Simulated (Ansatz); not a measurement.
# Cl3HOSn: two geometries relaxed

Aim: relax the geometries before and after the reaction (1,2-elimination), and see whether they are two minima and how far apart in energy. Meant to form: H4–Cl2; to break: Sn1–Cl2, H4–O3. The start is a guess near the saddle point, from which both ends are pulled out.

Program: Ansatz 0.2.0. Level of theory: RKS PBE0-D4/def2-SVP. These are calculated values, not measurements.

## (1) The system as given

Bond lengths: Sn1–Cl2 2.816 Å, Sn1–O3 1.907 Å, Sn1–Cl5 2.297 Å, Sn1–Cl6 2.300 Å. Angles: Cl2–Sn1–O3 71.2°, Cl2–Sn1–Cl5 119.5°, Cl2–Sn1–Cl6 113.0°, O3–Sn1–Cl5 117.6°, O3–Sn1–Cl6 119.9°, Cl5–Sn1–Cl6 110.7°.

As a file:

```xyz
6

Sn   -0.0748    0.2332    0.5514
Cl    1.0446   -1.5885   -1.2809
O    -0.6971    0.6628   -1.1992
H    -0.0609   -0.2989   -1.7326
Cl    1.2831    1.7587    1.6031
Cl   -1.4950   -0.7673    2.0582
```

## (2) A restrained relaxation towards end A

Springs on the bonds that form and break draw the guess towards this end; the thresholds are loose.

Input file input.yaml:

```yaml
crystal:
  periodic: [false, false, false]
  atoms:
    - { symbol: Sn, position_ang: [-0.0748, 0.2332, 0.5514] }
    - { symbol: Cl, position_ang: [1.0446, -1.5885, -1.2809] }
    - { symbol: O, position_ang: [-0.6971, 0.6628, -1.1992] }
    - { symbol: H, position_ang: [-0.0609, -0.2989, -1.7326] }
    - { symbol: Cl, position_ang: [1.2831, 1.7587, 1.6031] }
    - { symbol: Cl, position_ang: [-1.495, -0.7673, 2.0582] }
basis:
  gaussian: { orbitals: def2-SVP }
hamiltonian:
  xc: pbe0
  dispersion: d4
relax:
  f_tol: 0.15
  max_steps: 25
  restrain:
    - { distance: [3, 1], at: 2.63, k: 30.0 }
    - { distance: [0, 1], at: 2.41, k: 30.0 }
    - { distance: [3, 2], at: 0.97, k: 30.0 }
```

Started as:

```sh
$ ansatz run input.yaml --threads 2 --pin off --max-ram 3072MiB --backend cpu --events-out ev --progress --plain --runs-dir out
```

Standard output, shortened:

```text
Warning: RAYON_NUM_THREADS=2 ignored (pool sized by the plan → 2); use --threads N
[...]
Functional definition: PBE0
[...]
1075 factors; integrals over basis functions are off by at most 2.6e-4 eV
[...]
mean field -45436.54243481 eV, -1669.7621364848 hartree, gradient 5.2e-5 eV, S^2 0.000000; 0 other end points of the search recorded, 0 dependent functions left out
[...]
reference -45436.54246145 eV, -1669.7621374637 hartree; 41, 41 occupied and 58, 58 virtual orbitals, 1075 factors
relax step   1: F+E_penalty+E_count = -45436.73290031 eV  Δ(F+E_penalty+E_count) = +0.000e0 eV  max|allowed force component| = 2.458e0 eV/Å  E_restraint = 15.24067547 eV  max|allowed force component, restraints' pulls added| = 2.848e1 eV/Å  Δτ_max = 0.0000 Å  (29 SCF iters, accepted)
[...]
relax step   6: F+E_penalty+E_count = -45438.81866302 eV  Δ(F+E_penalty+E_count) = -5.004e-2 eV  max|allowed force component| = 5.205e-1 eV/Å  E_restraint = 0.01617687 eV  max|allowed force component, restraints' pulls added| = 2.417e-1 eV/Å  Δτ_max = 0.0727 Å  (27 SCF iters, accepted)
[...]
relax step   7: F+E_penalty+E_count = -45438.81736709 eV  Δ(F+E_penalty+E_count) = +1.296e-3 eV  max|allowed force component| = 5.443e-1 eV/Å  E_restraint = 0.01283818 eV  max|allowed force component, restraints' pulls added| = 2.965e-2 eV/Å  Δτ_max = 0.0198 Å  (28 SCF iters, accepted)
  distance H 3 - Cl 1 = 2.6439 Å
  distance Sn 0 - Cl 1 = 2.3845 Å
  distance H 3 - O 2 = 0.9731 Å
1075 factors; integrals over basis functions are off by at most 2.3e-4 eV
[...]
mean field -45438.62426492 eV, -1669.8386423301 hartree, gradient 1.6e-5 eV, S^2 0.000000; 1 other end points of the search recorded, 0 dependent functions left out
[...]
reference -45438.62429145 eV, -1669.8386433051 hartree; 41, 41 occupied and 58, 58 virtual orbitals, 1075 factors
Total energy: -45438.81739363 eV, -1669.8457396791 hartree
Atom 0 at     0.019699     0.054639     0.411805 Å, force     0.395904    -0.512411    -0.357111 eV/Å
Atom 1 at     1.269626    -1.631249    -0.720056 Å, force    -0.139932     0.265947     0.544271 eV/Å
Atom 2 at    -0.799606     0.702139    -1.245071 Å, force    -0.026327     0.028668     0.060184 eV/Å
Atom 3 at    -0.381865     0.083836    -1.869601 Å, force    -0.232374     0.228026    -0.249301 eV/Å
Atom 4 at     1.364246     1.606112     1.474706 Å, force     0.002417    -0.006016     0.002471 eV/Å
Atom 5 at    -1.472200    -0.815478     1.948218 Å, force     0.000311    -0.004214    -0.000515 eV/Å
Dipole moment:     0.021338    -0.035053    -0.017640 e Å
```

It took 19 s on 2 threads of Intel Xeon Platinum 8488C (Sapphire Rapids), shared host; peak memory 0.26 GiB.

Step by step:

```
step  energy from step 1 (eV)  largest force component (eV/Å)
   1                   0.0000                          2.4581
   2                  -0.9338                          2.7225
   3                  -1.5712                          1.7325
   4                  -2.0032                          0.7774
   5                  -2.0357                          0.6996
   6                  -2.0858                          0.5205
   7                  -2.0845                          0.5443
```

Step 1 is the start. Energies and forces in the table leave out the springs, which the log lists apart; the run stops on the force with the springs' pull added.

After: Bond lengths: Sn1–Cl2 2.384 Å, Sn1–O3 1.959 Å, O3–H4 0.973 Å, Sn1–Cl5 2.312 Å, Sn1–Cl6 2.312 Å. Angles: Cl2–Sn1–O3 92.9°, Cl2–Sn1–Cl5 112.8°, Cl2–Sn1–Cl6 112.8°, O3–Sn1–Cl5 114.2°, O3–Sn1–Cl6 114.6°, Cl5–Sn1–Cl6 108.8°, Sn1–O3–H4 98.8°.

Pairs that crossed the distance rule for bonds on the way: came closer O3–H4.

## (3) End point A

It starts where the restrained run ended.

Input file input.yaml:

```yaml
crystal:
  periodic: [false, false, false]
  atoms:
    - { symbol: Sn, position_ang: [0.019699, 0.054639, 0.411805] }
    - { symbol: Cl, position_ang: [1.269626, -1.631249, -0.720056] }
    - { symbol: O, position_ang: [-0.799606, 0.702139, -1.245071] }
    - { symbol: H, position_ang: [-0.381865, 0.083836, -1.869601] }
    - { symbol: Cl, position_ang: [1.364246, 1.606112, 1.474706] }
    - { symbol: Cl, position_ang: [-1.4722, -0.815478, 1.948218] }
basis:
  gaussian: { orbitals: def2-SVP }
hamiltonian:
  xc: pbe0
  dispersion: d4
relax:
  f_tol: 0.03
  max_steps: 50
```

Started as:

```sh
$ ansatz run input.yaml --threads 2 --pin off --max-ram 3072MiB --backend cpu --events-out ev --progress --plain --runs-dir out
```

Standard output, shortened:

```text
Warning: RAYON_NUM_THREADS=2 ignored (pool sized by the plan → 2); use --threads N
[...]
[... 1 set-up line as earlier in the session ...]
[...]
1069 factors; integrals over basis functions are off by at most 2.3e-4 eV
[...]
mean field -45438.62428729 eV, -1669.8386431521 hartree, gradient 4.1e-5 eV, S^2 0.000000; 0 other end points of the search recorded, 0 dependent functions left out
[...]
reference -45438.62431381 eV, -1669.8386441267 hartree; 41, 41 occupied and 58, 58 virtual orbitals, 1069 factors
relax step   1: F+E_penalty+E_count = -45438.81738943 eV  Δ(F+E_penalty+E_count) = +0.000e0 eV  max|allowed force component| = 5.443e-1 eV/Å  Δτ_max = 0.0000 Å  (25 SCF iters, accepted)
[...]
relax step   5: F+E_penalty+E_count = -45438.97921957 eV  Δ(F+E_penalty+E_count) = -1.105e-2 eV  max|allowed force component| = 7.389e-2 eV/Å  Δτ_max = 0.0458 Å  (31 SCF iters, accepted)
[...]
1069 factors; integrals over basis functions are off by at most 2.3e-4 eV
[...]
mean field -45438.78275433 eV, -1669.8444667084 hartree, gradient 2.0e-5 eV, S^2 0.000000; 1 other end points of the search recorded, 0 dependent functions left out
[...]
reference -45438.78278079 eV, -1669.8444676810 hartree; 41, 41 occupied and 58, 58 virtual orbitals, 1069 factors
Total energy: -45438.97943435 eV, -1669.8516945658 hartree
Atom 0 at     0.086175    -0.033351     0.346925 Å, force     0.001280    -0.000930     0.002725 eV/Å
Atom 1 at     1.438232    -1.767132    -0.409516 Å, force     0.000369    -0.000264     0.000877 eV/Å
Atom 2 at    -0.841408     0.758341    -1.184044 Å, force    -0.000752    -0.000080    -0.004801 eV/Å
Atom 3 at    -0.599434     0.311508    -2.006749 Å, force    -0.001421     0.001882     0.001124 eV/Å
Atom 4 at     1.380836     1.577784     1.391256 Å, force     0.001194     0.000483    -0.000106 eV/Å
Atom 5 at    -1.464501    -0.847151     1.862128 Å, force    -0.000670    -0.001090     0.000181 eV/Å
Dipole moment:     0.033723    -0.098421    -0.298364 e Å
```

It took 18 s on 2 threads of Intel Xeon Platinum 8488C (Sapphire Rapids), shared host; peak memory 0.27 GiB.

Step by step:

```
step  energy from step 1 (eV)  largest force component (eV/Å)
   1                   0.0000                          0.5443
   2                  -0.1180                          0.4668
   3                  -0.1508                          0.6198
  4x                  -0.1359                          1.4772
   5                  -0.1618                          0.0739
   6                  -0.1620                          0.0048
```

Step 1 is the start. 1 step was tried and not accepted (marked x).

After: Bond lengths: Sn1–Cl2 2.325 Å, Sn1–O3 1.957 Å, O3–H4 0.967 Å, Sn1–Cl5 2.316 Å, Sn1–Cl6 2.316 Å. Angles: Cl2–Sn1–O3 108.8°, Cl2–Sn1–Cl5 109.9°, Cl2–Sn1–Cl6 109.9°, O3–Sn1–Cl5 109.7°, O3–Sn1–Cl6 109.7°, Cl5–Sn1–Cl6 108.9°, Sn1–O3–H4 111.1°.

[end of part 1 of 2]
